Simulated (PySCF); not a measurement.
**RuH₄⁻: sextet, from a PBE0 minimum start**

The task is one start of a wider search on RuH₄⁻: the sextet, from a PBE0 minimum start. It is relaxed, tested by its Hessian and followed downhill if it is a saddle.

Program: PySCF 2.14.0. Level of theory: PBE0, basis Ru def2-TZVPD with ECP28, H def2-TZVPD, scalar-relativistic core potentials, no spin–orbit coupling, density fitting. These are calculated values, not measurements.

## 1. The starting structure

5 atoms, charge -1, spin multiplicity 6.

Bond lengths: Ru1–H2 1.734 Å, Ru1–H3 1.734 Å, Ru1–H4 1.734 Å, Ru1–H5 1.734 Å. Angles: H2–Ru1–H3 109.5°, H2–Ru1–H4 109.5°, H2–Ru1–H5 109.5°, H3–Ru1–H4 109.5°, H3–Ru1–H5 109.5°, H4–Ru1–H5 109.5°.

Coordinates in bohr (charge -1 multiplicity 6):
```
Ru    0.0000    0.0000    0.0000
H    -1.8914    1.8914   -1.8914
H     1.8914    1.8914    1.8914
H    -1.8914   -1.8914    1.8914
H     1.8914   -1.8914   -1.8914
```

## 2. The SCF at the typed geometry

The steps below are one call of a driver around PySCF. For each, scf.py gives the equivalent set-up of the SCF; relaxations use the driver's own optimiser. After this first run the driver tries any further starts and a stability analysis.

The input, scf.py:

```python
from pyscf import gto, scf, dft
mol = gto.M(atom='''
Ru     0.000000     0.000000    -0.000000
H     -1.000860     1.000860    -1.000860
H      1.000860     1.000860     1.000860
H     -1.000860    -1.000860     1.000860
H      1.000860    -1.000860    -1.000860''',
    basis={'Ru': 'def2-TZVPD', 'H': 'def2-TZVPD'},
    ecp={'Ru': 'def2-TZVPD'},
    charge=-1, spin=5)
mf = dft.UKS(mol, xc='PBE0')
mf.grids.atom_grid = (50, 194)
aux = {'Ru': 'def2-universal-JKFIT', 'H': 'def2-universal-JKFIT'}
mf = mf.density_fit(auxbasis=aux)
mf.conv_tol = 1e-08
mf.diis_space = 10
mf.max_cycle = 60
mf.init_guess = 'minao'
mf.verbose = 4
mf.kernel()
```

Started as:

```bash
> OMP_NUM_THREADS=2 python axn.py task.json out
```

Output:

```text
init E= -89.0055963174625
[... the frontier-level lines of each cycle are left out ...]
cycle= 1 E= -96.2442035704021  delta_E= -7.24  |g|=  1.3  |ddm|= 3.07
cycle= 2 E= -88.7932388584566  delta_E= 7.45  |g|=  2.9  |ddm|= 22.6
cycle= 3 E= -97.0773238419958  delta_E= -8.28  |g|= 0.302  |ddm|= 22.6
cycle= 4 E= -97.1641434480355  delta_E= -0.0868  |g|= 0.0828  |ddm|= 0.539
cycle= 5 E= -97.1690814588935  delta_E= -0.00494  |g|= 0.0692  |ddm|= 0.107
cycle= 6 E= -97.1708972037915  delta_E= -0.00182  |g|= 0.0559  |ddm|= 0.0716
cycle= 7 E= -97.172331734207  delta_E= -0.00143  |g|= 0.0148  |ddm|= 0.0625
cycle= 8 E= -97.172444448874  delta_E= -0.000113  |g|= 0.000834  |ddm|= 0.0139
cycle= 9 E= -97.1724451619173  delta_E= -7.13e-07  |g|= 0.000366  |ddm|= 0.0018
cycle= 10 E= -97.1724452475753  delta_E= -8.57e-08  |g|= 1.6e-05  |ddm|= 0.000682
cycle= 11 E= -97.17244524823  delta_E= -6.55e-10  |g|= 4.97e-06  |ddm|= 5.24e-05
Extra cycle  E= -97.1724452482269  delta_E= 3.04e-12  |g|= 8.96e-06  |ddm|= 1.18e-05
converged SCF energy = -97.1724452482269  <S^2> = 8.7587924  2S+1 = 6.0029301
```

This step, with its further starts and checks, needed 14 s of wall time on 2 threads of Arm Neoverse N1, shared host.

Energies from each starting density:

| start | energy (Eh) |
| --- | --- |
| the minimal-basis guess | -97.172445 |
| a thermally smeared density | -97.172445 |
| a smeared PBE density | -97.172445 |

The test of internal stability and the other starts found no lower solution of this spin.

## 3. Relaxing the sextet from the PBE0 minimum start

The program finds Td symmetry in the start, which this walk keeps.

scf.py: that of step 2 with these lines changed.

```diff
@@ -3 +3 @@
-Ru     0.000000     0.000000    -0.000000
+Ru     0.000000     0.000000     0.000000
@@ -18 +17,0 @@
-mf.init_guess = 'minao'
```

Energy and gradient, step by step:

| step | energy (Eh) | change (kJ/mol) | largest symmetric gradient (Eh/bohr) |
| --- | --- | --- | --- |
| 0 | -97.172445 | 0.00 | 0.00001 |

The walk took 2.1 s.

Positions (Å) and forces (eV/Å) along the way:

```
step 0
Ru   0.000   0.000   0.000   0.000   0.000   0.000
H   -1.001   1.001  -1.001  -0.001   0.001  -0.001
H    1.001   1.001   1.001   0.001   0.001   0.001
H   -1.001  -1.001   1.001  -0.001  -0.001   0.001
H    1.001  -1.001  -1.001   0.001  -0.001  -0.001
```

End point (Td, 0 steps, 0.0 kJ/mol gained): Ru–H 1.734 Å (×4); H–Ru–H 109.5° (×6).

## 4. Vibrations and properties at this point

The point is checked on the finer grid, and tightened if its gradient asks for it. The Hessian and the dipole derivatives come from central differences of analytic gradients, with steps of 0.02 bohr.

scf.py: that of step 3 with these lines changed.

```diff
@@ -12 +12 @@
-mf.grids.atom_grid = (50, 194)
+mf.grids.atom_grid = (75, 302)
@@ -15 +15 @@
-mf.conv_tol = 1e-08
+mf.conv_tol = 1e-10
```

This SCF starts from the last density.

SCF at the final geometry:

```text
init E= -97.1724674521663
[... the frontier-level lines of each cycle are left out ...]
cycle= 1 E= -97.1724674521085  delta_E= 5.78e-11  |g|= 1.3e-05  |ddm|= 1.35e-05
cycle= 2 E= -97.1724674518165  delta_E= 2.92e-10  |g|= 2.9e-05  |ddm|= 3.13e-05
cycle= 3 E= -97.1724674521813  delta_E= -3.65e-10  |g|= 1.52e-07  |ddm|= 2.15e-05
cycle= 4 E= -97.1724674521815  delta_E= -1.85e-13  |g|= 1.25e-07  |ddm|= 8.39e-08
Extra cycle  E= -97.1724674521812  delta_E= 3.27e-13  |g|= 1.93e-07  |ddm|= 3.22e-07
converged SCF energy = -97.1724674521812  <S^2> = 8.7587988  2S+1 = 6.0029322
```

The whole step took 35 s.

Geometry: Td; Ru–H 1.734 Å (×4); H–Ru–H 109.5° (×6).

Modes, for the most abundant isotopes:

```
symmetry  ω (cm⁻¹)  IR (km/mol)  μ (u)
      t2       422          314   1.04
       e       533          0.0   1.01
      a1      1601          0.0   1.01
      t2      1608         1288   1.02
```

Every mode is real; the point is a minimum.

Constants and moments:

```
Dipole moment about the centre of mass                          : 0.00 D
Highest occupied level                                          : -0.81 eV
Lowest empty level                                              : 2.03 eV
Rotational constants                                            : 2.087, 2.087, 2.087 cm⁻¹
Zero-point energy                                               : 52.4 kJ/mol
Principal polarisabilities                                      : 80.3, 80.3, 80.3 bohr³
Principal traceless quadrupole moments about the centre of mass : 0.00, 0.00, 0.00 D Å
Entropy at 298.15 K and 1 bar (electronic part: spin only)      : 251.9 J/(mol K)
Heat capacity Cp at 298.15 K                                    : 61.8 J/(mol K)
Enthalpy at 298.15 K above 0 K                                  : 13.28 kJ/mol
Rotational symmetry number                                      : 12
Spin squared ⟨S²⟩                                               : 8.759
```

Charges (e) and bond orders:

```tsv
atom	Mulliken	Löwdin	polar tensor	spin (Mulliken)	Mayer order to Ru1
Ru1	-0.85	-0.04	0.28	4.44	–
H2,3,4,5	-0.04	-0.24	-0.32	0.14	1.00
```

Mulliken populations on Ru1 (outside its core potential): s 3.07, p 7.52, d 6.26, f 0.00.

## 5. What came out

| quantity | value |
| --- | --- |
| minimum | sextet, Td |
| geometry | Ru–H 1.734 Å (×4); H–Ru–H 109.5° (×6) |
| wavenumbers (cm⁻¹) | 422 (t2), 533 (e), 1601 (a1), 1608 (t2) |
| dipole moment (centre of mass) | 0.00 D |
| highest occupied, lowest empty level (either spin) | -0.81, 2.03 eV |
| polar-tensor charge of Ru1 | +0.28 e |
| zero-point energy | 52.4 kJ/mol |
| entropy at 298.15 K | 251.9 J/(mol K) |
| ⟨S²⟩ | 8.759 |

The molecule stays Td, as typed, and the end point is a minimum. The strongest infrared band lies at 1608 cm⁻¹ (t2, stretch). Most of the spin sits on Ru1 (Mulliken spin 4.44, against 5 for the whole molecule). Only this shape and spin were tried, so other structures or states may lie lower. One determinant may miss the lowest occupation of an open d or f shell.

The search up to here took 51 s.
